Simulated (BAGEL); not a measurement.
# CCl3 (SMILES Cl[C](Cl)Cl) at UHF/STO-3G (density fitting with qzvpp-jkfit)

What is the electronic atomisation energy of CCl3 at UHF/STO-3G (density fitting with qzvpp-jkfit)? 

Program for the calculation: BAGEL 1.2.2.

7 further runs of the same task are left out: 7 set aside as unsound or not needed.

## (1) The system as given

CCl3 has 4 atoms, charge 0, and is taken as a doublet. SMILES: `Cl[C](Cl)Cl`. Geometry: relaxed at GFN2-xTB.

Bond lengths: Cl1–C2 1.710 Å, C2–Cl3 1.710 Å, C2–Cl4 1.710 Å. Angles: Cl1–C2–Cl3 116.2°, Cl1–C2–Cl4 116.3°, Cl3–C2–Cl4 116.1°.

## (2) A single-point energy at UHF/STO-3G (density fitting with qzvpp-jkfit)

hf.json reads:

```json
{ "bagel": [

{
  "title": "molecule",
  "basis": "sto-3g",
  "df_basis": "qzvpp-jkfit",
  "angstrom": true,
  "geometry": [
    { "atom": "Cl", "xyz": [    0.904330,   -0.610000,    1.276270 ] },
    { "atom": "C", "xyz": [    0.127080,   -0.136620,   -0.171570 ] },
    { "atom": "Cl", "xyz": [   -1.468980,   -0.709130,   -0.392060 ] },
    { "atom": "Cl", "xyz": [    0.437570,    1.455750,   -0.712630 ] }
  ]
},
{
  "title": "uhf",
  "nopen": 1
},
{
  "title": "print",
  "file": "orbitals.molden",
  "orbitals": true
}

]}
```

Run with:

```
$ BAGEL_NUM_THREADS=1 BAGEL hf.json > hf.out
```

The log of the run:

```text
* using 1 threads per process

  ===============================================================
  ===============================================================

  *** Geometry ***

  { "atom" : "Cl", "xyz" : [      1.708936,     -1.152733,      2.411801 ] },
  { "atom" : "C", "xyz" : [      0.240146,     -0.258174,     -0.324220 ] },
  { "atom" : "Cl", "xyz" : [     -2.775970,     -1.340061,     -0.740886 ] },
  { "atom" : "Cl", "xyz" : [      0.826887,      2.750969,     -1.346676 ] },

  Number of auxiliary basis functions:      459

  Since a DF basis is specified, we compute 2- and 3-index integrals:
    o Being stored without compression. Storage requirement is 0.004 GB

  Number of basis functions:       32
  Number of electrons      :       57

    * METHOD: MOLECULE                             0.16

  *** Open-shell HF ***

  === Nuclear Repulsion ===
   252.7056010132

      * DIIS with orbital gradients will be used.

  === UHF iteration (sto-3g) ===
      0      -1400.89629250          0.03871612           0.06
      1      -1401.02608905          0.01835906           0.06
      2      -1401.05620142          0.00785328           0.06
      3      -1401.06309716          0.00144059           0.06
      4      -1401.06561169          0.00038316           0.06
      5      -1401.06598218          0.00011037           0.06
      6      -1401.06605266          0.00003748           0.06
      7      -1401.06606933          0.00000949           0.07
      8      -1401.06607082          0.00000272           0.07
      9      -1401.06607097          0.00000188           0.07
     10      -1401.06607109          0.00000076           0.08
     11      -1401.06607113          0.00000015           0.07
     12      -1401.06607113          0.00000006           0.06
     13      -1401.06607113          0.00000001           0.07
     14      -1401.06607113          0.00000000           0.06
    * SCF iteration converged.

    * S^2 (UHF) is 0.7637

    * Permanent dipole moment:
           (   -0.064603,     0.068367,     0.085775) a.u.

    * METHOD: UHF                                  1.03

    * METHOD: PRINT                                0.00

  ===============================================================
```

It took 1.5 s on 1 thread of Intel Xeon Platinum 8488C (Sapphire Rapids), shared host; peak memory 0.08 GiB.

## (3) The C atom, same level

input.json reads:

```json
{ "bagel": [

{
  "title": "molecule",
  "basis": "sto-3g",
  "df_basis": "qzvpp-jkfit",
  "angstrom": true,
  "geometry": [
    { "atom": "C", "xyz": [       0.000000,       0.000000,       0.000000 ] }
  ]
},

{
  "title": "uhf",
  "nopen": 2
},

{
  "title": "print",
  "file": "orbitals.molden",
  "orbitals": true
}

]}
```

Run with:

```
$ BAGEL_NUM_THREADS=1 BAGEL input.json > input.out
```

The log of the run:

```text
* using 1 threads per process

  ===============================================================
  ===============================================================

  *** Geometry ***

  { "atom" : "C", "xyz" : [      0.000000,      0.000000,      0.000000 ] },

  Number of auxiliary basis functions:       75

  Since a DF basis is specified, we compute 2- and 3-index integrals:
    o Being stored without compression. Storage requirement is 0.000 GB

  Number of basis functions:        5
  Number of electrons      :        6

    * METHOD: MOLECULE                             0.03

  *** Open-shell HF ***

  === Nuclear Repulsion ===
     0.0000000000

      * DIIS with orbital gradients will be used.

  === UHF iteration (sto-3g) ===
      0        -37.19852448          0.00000000           0.00
    * SCF iteration converged.

    * S^2 (UHF) is 2.0000

    * Permanent dipole moment:
           (    0.000000,     0.000000,    -0.000000) a.u.

    * METHOD: UHF                                  0.03

    * METHOD: PRINT                                0.00

  ===============================================================
```

Wall time 0.34 s (1 thread of Intel Xeon Platinum 8488C (Sapphire Rapids), shared host); peak memory 0.08 GiB.

## (4) The Cl atom

calc.json reads:

```json
{ "bagel" : [

{
  "title" : "molecule",
  "basis" : "sto-3g",
  "df_basis" : "qzvpp-jkfit",
  "angstrom" : true,
  "geometry" : [
    { "atom" : "Cl", "xyz" : [    0.000000,    0.000000,    0.000000 ] }
  ]
},
{ "title" : "uhf", "nopen" : 1 },
{ "title" : "print", "file" : "orbitals.molden", "orbitals" : true }

]}
```

Run the same way, it converges to -454.54245 Eh (log not shown).

## (5) Summary of results

At UHF/STO-3G (density fitting with qzvpp-jkfit):

| quantity | value |
| --- | --- |
| molecule: total energy | -1401.06607 Eh |
| molecule: dipole moment | 0.32 D |
| molecule: ⟨S²⟩ | 0.764 |
| C atom: total energy | -37.19852 Eh |
| C atom: dipole moment | 0.00 D |
| C atom: ⟨S²⟩ | 2.000 |
| Cl atom: total energy | -454.54245 Eh |
| Cl atom: dipole moment | 0.00 D |
| Cl atom: ⟨S²⟩ | 0.750 |
| electronic atomisation energy | 6.536 eV |

**Reading.** Taking the molecule apart into free atoms costs 6.54 eV (631 kJ/mol), before zero-point energy and without spin-orbit coupling. Hartree–Fock lacks the correlation of the bonding pairs, which as a rule makes this value much too low; in minimal bases other errors can mask that. In a minimal basis such a difference can be off by several eV, whatever the method.
